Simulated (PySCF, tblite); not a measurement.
**C₇H₇OP: geometry, infrared bands and NMR shifts**

Aim: predict the infrared bands and NMR shifts of C₇H₇OP (`C#CP1(=O)C=CCC=C1`).

The runs use tblite 0.8.0 and PySCF 2.14.0, with density-fitted response routines of our own; the level of theory stands in each step. All values are computed, except where a source is named. Atoms count from 0, in the outputs and in this text.

## 1. Starting geometry

16 atoms, charge 0, multiplicity 1; geometry from: force field or distance geometry start.

Bonds of the start (Å): C0–C1 1.22, C1–P2 1.81, P2–O3 1.50, P2–C4 1.76, C4–C5 1.34, C5–C6 1.51, C6–C7 1.51, C7–C8 1.35, C8–P2 1.75, C0–H9 1.06, C4–H10 1.08, C5–H11 1.09, C6–H12 1.11, C6–H13 1.09, C7–H14 1.10, C8–H15 1.08.

## 2. Geometry optimisation with GFN2-xTB

What the job is given:

```
{"job": {"kind": "relax", "xc": "GFN2-xTB", "basis": "xTB"}, "charge": 0, "multiplicity": 1}
C      3.106400    -0.160500     1.127900
C      2.238400    -0.213300     0.276000
P      0.953500    -0.314300    -0.999300
O      1.779700    -0.639900    -2.213700
C     -0.181500    -1.436400    -0.266800
C     -1.356000    -1.089900     0.286900
C     -1.896500     0.312000     0.392700
C     -1.041000     1.405000    -0.191900
C      0.149800     1.227500    -0.793100
H      3.857600    -0.107600     1.873700
H      0.098200    -2.483700    -0.294100
H     -1.979300    -1.876800     0.714400
H     -2.064500     0.536900     1.466700
H     -2.873600     0.332300    -0.096000
H     -1.456500     2.416000    -0.120500
H      0.657600     2.101800    -1.174200
```

Started as:

```
$ OMP_NUM_THREADS=1 python probes_run.py task.json out
```

One launch serves the whole session: the jobs run in the order shown.

**Question.** This job is followed by: GFN2-xTB harmonic vibrations, gas phase; GIAO PBE0/pcSseg-1 NMR shielding, non-relativistic, gas phase. What will the session give for the following? strongest single infrared mode (GFN2-xTB); zero-point energy (GFN2-xTB); 13C shifts against TMS (PBE0/pcSseg-1, means over atoms taken as alike); 1H shifts against TMS (PBE0/pcSseg-1, means over atoms taken as alike); 31P shifts against H3PO4 (PBE0/pcSseg-1); 17O shifts against H2O (PBE0/pcSseg-1).

As calculated:

| quantity | value |
| --- | --- |
| strongest single infrared mode (GFN2-xTB) | 1270 cm⁻¹, 223 km/mol |
| zero-point energy (GFN2-xTB) | 72.2 kcal/mol |
| 13C shifts against TMS (PBE0/pcSseg-1, means over atoms taken as alike) | 152.2, 138.1, 92.2, 84.9, 33.5 ppm |
| 1H shifts against TMS (PBE0/pcSseg-1, means over atoms taken as alike) | 7.12, 6.62, 3.14, 2.73, 2.08 ppm |
| 31P shifts against H3PO4 (PBE0/pcSseg-1) | -50.6 ppm |
| 17O shifts against H2O (PBE0/pcSseg-1) | 91.8 ppm |

In words: Relaxing lowered the energy by 0.452 eV in 85 steps; the close pair that moved most is P2–C8, from 1.751 to 1.805 Å. No mode is imaginary among the 42: a minimum at this level. The strongest single mode, at 1270 cm⁻¹, moves mainly O3 and P2. Unscaled tight-binding wavenumbers are off by several per cent, some by more. Its intensities can rank the bands wrongly. At PBE0/pcSseg-1: The largest span, 292 ppm, is at C1, where the paramagnetic term is -170 ppm.
